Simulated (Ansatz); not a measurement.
**CoC (rocksalt type): how the settings move a single-point run**

How sensitive is a single-point run of CoC (rocksalt type) to its settings? A reference run comes first, then one run with altered input.

Method: reference: DFT, PBE, all-electron PAW with datasets made for the crystal, scalar-relativistic, in Ansatz 0.2.0.

1 further run of the same task is left out (it didn't finish).

## Step 1: The structure to begin with

It takes space group Fm-3m (No. 225, cubic). The conventional cell has a = 4.003 Å, b = 4.003 Å, c = 4.003 Å, α = 90.00°, β = 90.00°, γ = 90.00°. Around Co (site symmetry m-3m) lie 6 C at 2.00 Å. Around C (site symmetry m-3m) lie 6 Co at 2.00 Å.

As a file:

```cif
data_structure
_symmetry_space_group_name_H-M 'P 1'
_symmetry_Int_Tables_number 1
_cell_length_a 2.8309
_cell_length_b 2.8309
_cell_length_c 2.8309
_cell_angle_alpha 60.000
_cell_angle_beta 60.000
_cell_angle_gamma 60.000
_cell_volume 16.04
loop_
_atom_site_label
_atom_site_type_symbol
_atom_site_fract_x
_atom_site_fract_y
_atom_site_fract_z
_atom_site_occupancy
Co1 Co 0.00000 0.00000 0.00000 1
C1 C 0.50000 0.50000 0.50000 1
```

## Step 2: Reference

Contents of input.yaml:

```yaml
crystal:
  lattice:
    - [0.0, 2.0017332873, 2.0017332873]
    - [2.0017332873, 0.0, 2.0017332873]
    - [2.0017332873, 2.0017332873, 0.0]
  atoms:
    - { symbol: Co, position: [0.0, 0.0, 0.0], spin: 1.7 }
    - { symbol: C, position: [0.5, 0.5, 0.5] }
magnetization:
  spin_polarized: true
kpoints:
  mp_grid: { grid: [17, 17, 17] }
scf:
  occupations: { method: fermi_dirac, width: 0.05 }
hamiltonian:
  xc: pbe
  pseudopotentials: { kind: all_electron, datasets: crystal }
output:
  forces: true
  stress: true
  eigenvalues: true
```

Run with:

```console
> ansatz run input.yaml --threads 1 --pin off --max-ram 3072MiB --backend cpu --events-out ev --progress --plain --runs-dir out
```

The main lines of its log:

```text
[...]
Basis set: ecut = 420 eV, 331 PW (Γ), exchange–correlation on 40×40×40 points (8 copies of the dense FFT grid, shifted against one another)
[...]
Magnetic group: BNS 225.116 (UNI 1618), of the structure as read, at distance tolerance 2.5e-5 Å
k-points: 165 of 4913
[...]
SCF iter   1: F=—  HF=-38952.865380 eV  |F-HF|=—  |Δ(HF+E_count)|=         —  Δρ=1.06e-2 (↑1.06e-2 ↓9.85e-3)  dr2=2.04e-2  dr2_m=2.18e-5  M=0.203 μB ∫|m|=0.205 μB  β_m=0.30  ethr=4.61e-5  ⟨swp⟩=3.8  Hψ=33769  notcnv=0
preconditioner: auto → none  [metal: Δε(μ)=0.005 eV  Ē_g=13.147 eV  σ=0.050 eV  W_gap=0.03  n_scr=8 (ndim 8)  ℏωp=33.4 eV  f_vac=0.000  D(μ)=2.06/eV (n_scr^D=26)]
SCF iter   2: F=—  HF=-38952.851082 eV  |F-HF|=—  |Δ(HF+E_count)|=   1.43e-2  Δρ=9.05e-3 (↑9.05e-3 ↓8.91e-3)  dr2=2.12e-2  dr2_m=8.93e-6  M=0.206 μB ∫|m|=0.208 μB  β_m=0.61  ethr=4.61e-5  ⟨swp⟩=3.0  Hψ=10624  notcnv=0
[...]
SCF iter  11: F=—  HF=-38952.849966 eV  |F-HF|=—  |Δ(HF+E_count)|=   6.72e-9  Δρ=2.95e-6 (↑1.83e-6 ↓2.95e-6)  dr2=6.16e-10  dr2_m=7.24e-10  M=0.215 μB ∫|m|=0.217 μB  β_m=0.98  ethr=1.25e-10  ⟨swp⟩=2.9  Hψ=9696  notcnv=0
SCF iter  12: F=-38952.849966 eV  HF=-38952.849966 eV  |F-HF|=4.37e-11  |Δ(HF+E_count)|=   1.68e-9  Δρ=5.16e-7 (↑5.16e-7 ↓4.50e-7)  dr2=3.87e-11  dr2_m=2.27e-11  M=0.215 μB ∫|m|=0.217 μB  ethr=2.93e-12  ⟨swp⟩=3.0  Hψ=11056  notcnv=0
[...]
SCF converged after 12 iterations
Magnetization: 0.2153 μB (10.6076 up, 10.3924 down)
[...]
Free energy (F): -38952.849966 eV
[...]
E sigma→0 (E₀):  -38952.841725 eV
[...]
Fermi energy:    18.198311 eV
[...]
  P = ⅓ Tr σ = -0.0016 GPa (-0.016 kbar)
[...]
```

Wall time 39 s (1 thread of Arm Neoverse V2, shared host); peak memory 0.81 GiB.

## Step 3: Variant: occupations.method cold, occupations.width 0.001

Changes to input.yaml since step 2:

```diff
@@ -13,3 +13,3 @@
 scf:
-  occupations: { method: fermi_dirac, width: 0.05 }
+  occupations: { method: cold, width: 0.001 }
 hamiltonian:
```

Run with:

```console
> ansatz run input.yaml --threads 1 --pin off --max-ram 3072MiB --backend cpu --events-out ev --progress --plain --runs-dir out
```

What it wrote, shortened:

```text
[...]
Pseudopotentials: kind: all_electron
Pseudopotential: Co, paw, valence charge 17, recommended cutoff 420 eV (normal), Koelling and Harmon's equation, gaussian nucleus
Pseudopotential: C, paw, valence charge 4, recommended cutoff 420 eV (normal), Koelling and Harmon's equation, gaussian nucleus
Functional definition: PBE
[...]
a search for the magnetic state begins, with frozen cores and fixed partial waves. It gives no result and prints no iterations
the search for the magnetic state of this step took 14 SCF iterations with frozen cores. It stayed in its first state, in which the spheres begin
Crystal: 2 atoms, lattice volume = 16.042 Å³
Basis set: ecut = 420 eV, 331 PW (Γ), exchange–correlation on 40×40×40 points (8 copies of the dense FFT grid, shifted against one another)
Bands: 16, of which v1, the nominal top of the filled ones, is band 11 counted from 1 (10 counted from 0)
Symmetry: 48 space group operations
Space group: Fm-3m (ITA 225), of the structure as read, at distance tolerance 2.5e-5 Å
Magnetic group: BNS 225.116 (UNI 1618), of the structure as read, at distance tolerance 2.5e-5 Å
k-points: 165 of 4913
[...]
Starting moments: Σ|m| = 1.7 μB on 1 of 2 sites; this step starts from the density that it was given
[...]
Per-site moments (μB) at R_I (Å): [(0.23753278023651062, 0.8257149810112501), (0.032434243324592126, 0.8257149810112501)]
Free energy (F): -38952.842347 eV
[...]
E sigma→0 (E₀):  -38952.842347 eV
Entropy (-TS):   -0.000001 eV (-0.000 meV/atom)
Past the cutoff: the bands carry plane waves up to 1.75 times it, of which those up to 1.5 times it add -0.000282 eV an atom, each by itself; the spheres take 0.000135 eV an atom off the energy for waves past 1.75 times it
By the cutoff:   a pressure is off by up to 0.007 GPa (1.2 times the spheres' own share and the shells' term, over an atom's volume, and 0.004 GPa: a bound that held against runs at twice the plane waves)
Past the cutoffs: a stress includes 0.0013 GPa for waves and charges beyond them, in addition to the slope of what the spheres take
In the spheres:  the bands' charges fall short by 1.0e-7 e at most (sound up to 1e-3)
Fermi energy:    18.220024 eV
[...]
  The terms above E_closure are by the made datasets' own strengths, without shells solved beside the bands.
--- Forces (eV/Å), atoms counted from 1 ---
  atom   1  Co    -0.00000000     0.00000000    -0.00000000
  atom   2  C      0.00000000    -0.00000000     0.00000000
[...]
--- Stress (GPa, compression-positive) ---
        0.011259       0.000000      -0.000000
        0.000000       0.011259       0.000000
       -0.000000      -0.000000       0.011259
  P = ⅓ Tr σ = 0.0113 GPa (0.113 kbar)
--- Band table (eV; the first three rows and the last of 330) ---
  k-point 0 ↑: bands = ["-77.4643", "-40.7247", "-40.7247", "-40.7247", "2.6206", "15.5343", "15.5343", "15.5343", "16.0610", "16.0610", "19.3302", "19.3302", "19.3302", "30.4706"]
[...]
```

It took 38 s on 1 thread of Arm Neoverse V2, shared host; peak memory 0.8 GiB.

Changing the smearing moves the energy by -0.3 meV/atom (σ→0 values), and the absolute moment goes from 0.22 to 0.30 μB. Cost: 10 SCF cycles against 12.

## Step 4: Side by side

| run | ending | energy change | pressure (GPa) | abs. moment (μB) | force (eV/Å) | cycles | time |
| --- | --- | --- | --- | --- | --- | --- | --- |
| reference | converged | 0 | 0.0 | 0.22 | 0.00 | 12 | 39 s |
| 1: occupations.method cold, occupations.width 0.001 | converged | -0.3 meV/atom (σ→0) | 0.0 | 0.30 | 0.00 | 10 | 38 s |

Residual by cycle in the longest SCF loop of each run; runs are numbered as in the table. The quantity is the density residual dr2, in eV.

| cycle | reference | run 1 |
| --- | --- | --- |
| 1 | 0.0204 | 0.0201 |
| 2 | 0.0212 | 0.0216 |
| 3 | 0.517 | 0.533 |
| 4 | 2.4e-5 | 2.4e-5 |
| 5 | 2.1e-5 | 2.2e-5 |
| 6 | 4.0e-6 | 4.2e-6 |
| 7 | 3.3e-6 | 1.2e-6 |
| 8 | 1.0e-6 | 1.5e-7 |
| 9 | 5.8e-7 | 7.5e-11 |
| 10 | 2.6e-8 | 1.8e-10 |
| 11 | 6.2e-10 | - |
| 12 | 3.9e-11 | - |

Changing the smearing moves the energy by -0.3 meV/atom (σ→0 values), and the absolute moment goes from 0.22 to 0.30 μB. Cost: 10 SCF cycles against 12.
